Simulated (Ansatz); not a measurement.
# Ta3S4: the cost of one run

Program: Ansatz 0.2.0. Level of theory: DFT PBE, scalar-relativistic, plane waves, PAW. These are calculated values, not measurements.

## 1. Starting point

Symmetry: R-3m, No. 166, trigonal system. Conventional cell: a = 3.814 Å, b = 3.814 Å, c = 33.625 Å, α = 90.00°, β = 90.00°, γ = 120.00°. Around Ta (site symmetry -3m) lie 6 S at 2.72 Å. Ta (site symmetry 3m) has 6 S at 2.72 Å as nearest neighbours. Around S (site symmetry 3m) lie 3 S at 2.72 Å and 3 Ta at 2.72 Å. Around S (site symmetry 3m) lie 6 Ta at 2.72 Å.

As a file:

```
CELL_PARAMETERS angstrom
1.90689 1.10094 11.20831
-1.90689 1.10094 11.20831
0.00000 -2.20189 11.20831
ATOMIC_POSITIONS crystal
Ta 0.00000 0.00000 0.00000
Ta 0.57140 0.57140 0.57140
Ta 0.42860 0.42860 0.42860
S 0.85710 0.85710 0.85710
S 0.14290 0.14290 0.14290
S 0.71430 0.71430 0.71430
S 0.28570 0.28570 0.28570
```

(A quick probe on a coarse mesh, which set the mesh and smearing, is not shown.)

## 3. Coarse relaxation

File input.yaml:

```yaml
crystal:
  lattice:
    - [1.9068889341, 1.1009428394, 11.2083055229]
    - [-1.9068889341, 1.1009428394, 11.2083055229]
    - [0.0, -2.2018856788, 11.2083055229]
  atoms:
    - { symbol: Ta, position: [0.0, 0.0, 0.0] }
    - { symbol: Ta, position: [0.5714, 0.5714, 0.5714] }
    - { symbol: Ta, position: [0.4286, 0.4286, 0.4286] }
    - { symbol: S, position: [0.8571, 0.8571, 0.8571] }
    - { symbol: S, position: [0.1429, 0.1429, 0.1429] }
    - { symbol: S, position: [0.7143, 0.7143, 0.7143] }
    - { symbol: S, position: [0.2857, 0.2857, 0.2857] }
basis:
  ecutwfc: 420
kpoints:
  mp_grid: { grid: [6, 6, 6] }
hamiltonian:
  xc: pbe
scf:
  occupations: { method: gaussian, width: 0.1 }
  lower_state_search: "off"
output:
  forces: true
  stress: true
  eigenvalues: true
relax:
  adjacent_minimum: "off"
  f_tol: 0.04
  max_steps: 70
  cell: { stress_tol: 0.4 }
```

The run is started by

```console
ansatz run input.yaml --threads 1 --pin off --max-ram 2560MiB --backend cpu --events-out ev --progress --plain --runs-dir out
```

What time and memory should one allow on 1 thread of an x86-64 CPU, shared host?

About 3.2 min, with a peak of 0.49 GiB.
